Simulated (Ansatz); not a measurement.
This script drives Ansatz 0.2.0, Python API.

The script reads `k3sr_k3sr.vasp`:
```text
K3Sr
1.0
   0.00000000    5.16585600    5.16585600
   5.16585600    0.00000000    5.16585600
   5.16585600    5.16585600    0.00000000
K Sr
3 1
Direct
   0.25000000    0.25000000    0.25000000
   0.75000000    0.75000000    0.75000000
   0.50000000    0.50000000    0.50000000
   0.00000000    0.00000000    0.00000000
```

`run_cohesive.py`:
```python
from collections import Counter
import logging
import sys
import warnings

import ansatz as az
from ase.io import read

logging.basicConfig(stream=sys.stdout, format="[%(levelname)s] %(message)s")
logger = logging.getLogger("k3sr")
logger.setLevel(logging.INFO)


def counts(outcome):
    return Counter(site.symbol for site in outcome.lattice.sites)

UNPAIRED = {"K": 1, "Sr": 0}  # unpaired electrons of the free atoms


def solve(name, crystal):
    calc = (
        crystal.calculation()
        .functional("pbesol")
        .basis(420)
        .kpoints(spacing=0.27)
        .occupations("fermi_dirac", width=0.02)
    )
    if name.endswith(" atom"):
        calc = calc.kpoints(1, 1, 1).occupations("fermi_dirac", width=0.01)
        if UNPAIRED[name.split()[0]]:
            calc = calc.spin("collinear")
        return calc.run(threads=1, backend="cpu")
    calc = calc.relax(force_tolerance=0.02, max_steps=60, cell=True)
    return calc.run(threads=1, backend="cpu")


def main() -> None:
    warnings.simplefilter("ignore", az.DeckWarning)

    phases = {}
    atoms = read("k3sr_k3sr.vasp", format="vasp")
    k3sr = az.Crystal.from_ase(atoms)
    phases["K3Sr"] = k3sr
    for element, moment in UNPAIRED.items():
        phases[f"{element} atom"] = az.Lattice.orthorhombic(10.0, 10.5, 11.0).atom(element, (0.5, 0.5, 0.5), moment=moment or None)

    done = {}
    for name, crystal in phases.items():
        done[name] = solve(name, crystal)
        logger.info(f"{name}: {done[name].report['energy_sigma0_ev']:.4f} eV, {len(done[name].lattice.sites)} atoms")

    for element in UNPAIRED:
        atom = done[f"{element} atom"].report
        logger.info(f"{element} atom: {atom['energy_sigma0_ev']:.4f} eV, moment {atom['magnetization_mub']:.2f} muB")
    solid = done["K3Sr"]
    n = counts(solid)
    binding = (sum(k * done[f"{e} atom"].report["energy_sigma0_ev"] for e, k in n.items()) - solid.report["energy_sigma0_ev"]) / sum(n.values())
    logger.info(f"cohesive energy {binding:.3f} eV/atom = {96.4853 * binding:.0f} kJ/mol of atoms (no zero-point energy)")


if __name__ == "__main__":
    main()
```

It is started by `python run_cohesive.py`. Estimate its wall time and peak memory on 1 thread of Arm Neoverse V1, on a shared host.

It took about 63 s, with a peak of 0.9 GiB, for 3 runs of the engine.

Running `python run_cohesive.py` prints:
```text
[INFO] K3Sr: -8039.8251 eV, 4 atoms
[INFO] K atom: -1515.1487 eV, 1 atoms
[INFO] Sr atom: -3490.4377 eV, 1 atoms
[INFO] K atom: -1515.1487 eV, moment 1.00 muB
[INFO] Sr atom: -3490.4377 eV, moment 0.00 muB
[INFO] cohesive energy 0.985 eV/atom = 95 kJ/mol of atoms (no zero-point energy)
```

Total energies depend on the potentials; only differences at equal settings carry meaning. Other magnetic orders than the one started from may lie lower. For the metals among these phases the mesh is modest: differences between phases can be off by up to 40 meV an atom. The cells come from databases of deposited and of computed structures, and not all need be stable phases. Free atoms in a box carry small image and symmetry errors, and spin-orbit coupling is left out.

(Lines on the test bed's own set-up are left out of the output.)
